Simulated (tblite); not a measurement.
# C₁₀H₆+ (doublet): geometry, infrared bands and EPR parameters

Computed with tblite 0.8.0 and PySCF 2.14.0, with density-fitted response routines of our own, on a single molecule in the gas phase. Atoms count from 0, in the outputs and in this text.

### Step 1. Starting geometry

16 atoms, charge 1, multiplicity 2; geometry from: force field or distance geometry start.

Bonds of the start (Å): C0–C1 1.22, C1–C2 1.44, C2–C3 1.38, C3–C4 1.39, C4–C5 1.38, C5–C6 1.37, C6–C7 1.44, C7–C8 1.29, C6–C9 1.38, C9–C2 1.39, C0–H10 1.05, C3–H11 1.08, C4–H12 1.08, C5–H13 1.08, C8–H14 1.06, C9–H15 1.08.

### Step 2. Optimising the geometry with GFN2-xTB

What the job is given:

```
{"job": {"kind": "relax", "xc": "GFN2-xTB", "basis": "xTB"}, "charge": 1, "multiplicity": 2}
C      2.475500    -2.347600    -0.919500
C      1.757100    -1.409600    -0.620600
C      0.937600    -0.288600    -0.221500
C      1.446200     0.990500    -0.126100
C      0.587500     2.010600     0.263900
C     -0.746200     1.744100     0.504800
C     -1.254900     0.472200     0.394100
C     -2.640100     0.193200     0.664500
C     -3.178500    -0.945100     0.373200
C     -0.404600    -0.553800     0.030300
H      3.097500    -3.152900    -1.186900
H      2.486200     1.190300    -0.312600
H      0.986300     3.012100     0.352200
H     -1.368100     2.581900     0.794100
H     -3.411000    -1.928600     0.054300
H     -0.778200    -1.559700    -0.055500
```

On the command line:

```sh
> OMP_NUM_THREADS=1 python probes_run.py task.json out
```

The driver reads the jobs from task.json and runs them one after another.

**Question.** How long does this first job take on 1 thread of Arm Neoverse N1, shared host?

About 1 s.
